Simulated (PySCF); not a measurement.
**[Tm(NH3)]2+: other functionals and bases at one geometry**

An exercise on one series of results from a longer session: the logs are not shown, and one member is left open.

Computed with PySCF 2.14.0. Level: several levels, as the steps say, no spin–orbit coupling.

1 further run of the same task is left out (for a known fault of the program).

**Where the work starts**

5 atoms, charge 2, spin multiplicity 1.

Bond lengths: Tm1–N2 2.508 Å, N2–H3 1.030 Å, N2–H4 1.030 Å, N2–H5 1.030 Å. Angles: Tm1–N2–H3 115.1°, Tm1–N2–H4 115.1°, Tm1–N2–H5 115.1°, H3–N2–H4 103.3°, H3–N2–H5 103.3°, H4–N2–H5 103.3°.

Coordinates:

```xyz
5
charge 2, multiplicity 1
Tm    0.0000    0.0000   -0.1732
N     0.0000    0.0000    2.3346
H     0.9328    0.0000    2.7721
H    -0.4664    0.8078    2.7721
H    -0.4664   -0.8079    2.7721
```

Formal oxidation states: Tm +2. Each metal's 13 4f electrons lie in its core potential, so multiplicities, spins and levels count the valence alone. An earlier session relaxed this geometry at PBE0, Tm lcecp-0-SVP with ECP59, N def2-SVP, H def2-SVP (singlet, point group C3v).

At PBE0 on the finer grid: E = -88.341739 Eh, frontier levels not given, since the 4f levels lie in the core, Mulliken charge on Tm1 +1.69 e, largest force component 0.002 eV/Å. 

Levels to run: wB97X; B3LYP; PBE0, TZVP. Hardware: 2 threads of Intel Xeon 6975P-C (Granite Rapids), shared host.

Set-up of the first run:

File run.py (the lines that set the calculation):

```python
mol = gto.M(atom='''
Tm     0.00000     0.00000    -0.17317
N      0.00000     0.00000     2.33455
H      0.93281     0.00004     2.77209
H     -0.46644     0.80782     2.77209
H     -0.46638    -0.80786     2.77209''',
    basis={'Tm': 'lcecp-0-SVP', 'N': 'def2-SVP', 'H': 'def2-SVP'},
    ecp={'Tm': 'lcecp-0-SVP'},
    charge=2, spin=0)
mf = dft.RKS(mol, xc='WB97X')
mf.grids.atom_grid = (75, 302)  # f atoms: unpruned, at least (60, 302)
mf = mf.density_fit()  # fitting sets: Tm AutoAux, N def2-universal-JKFIT, H def2-universal-JKFIT
mf.conv_tol = 1e-08; mf.max_cycle = 55
mf.kernel(dm0)  # dm0: the density of the relaxed state
```

Command:

```
> OMP_NUM_THREADS=2 python run.py
```

Steps of the session up to this table: wB97X; B3LYP; PBE0, TZVP.

One of the session's tables, all rows but one given; the rest of the session is left out.

| level | charge on Tm1 (e) | dipole (D) | largest force component (eV/Å) |
| --- | --- | --- | --- |
| PBE0 (relaxed here) | 1.69 | 2.38 | 0.00 |
| wB97X | ? | ? | ? |
| B3LYP | 1.67 | 2.43 | 0.09 |
| PBE0, TZVP | 1.82 | 2.48 | 0.26 |

Estimate the missing values for wB97X.

As computed: charge on Tm1 (e): 1.70; dipole (D): 2.20; largest force component (eV/Å): 0.07. In the column «charge on Tm1 (e)» it lies between PBE0 (relaxed here) (1.69) and PBE0, TZVP (1.82).

The dipole of a charged species depends on the origin, so these sizes hold for this origin alone.

The largest leftover force, 0.26 eV/Å with PBE0, TZVP, stands at a geometry relaxed at another level. With 4f in the core, its levels are missing from HOMO and gap, and its count is fixed, so no charge can pass from the ligands into it. Total energies of different levels can't be compared.
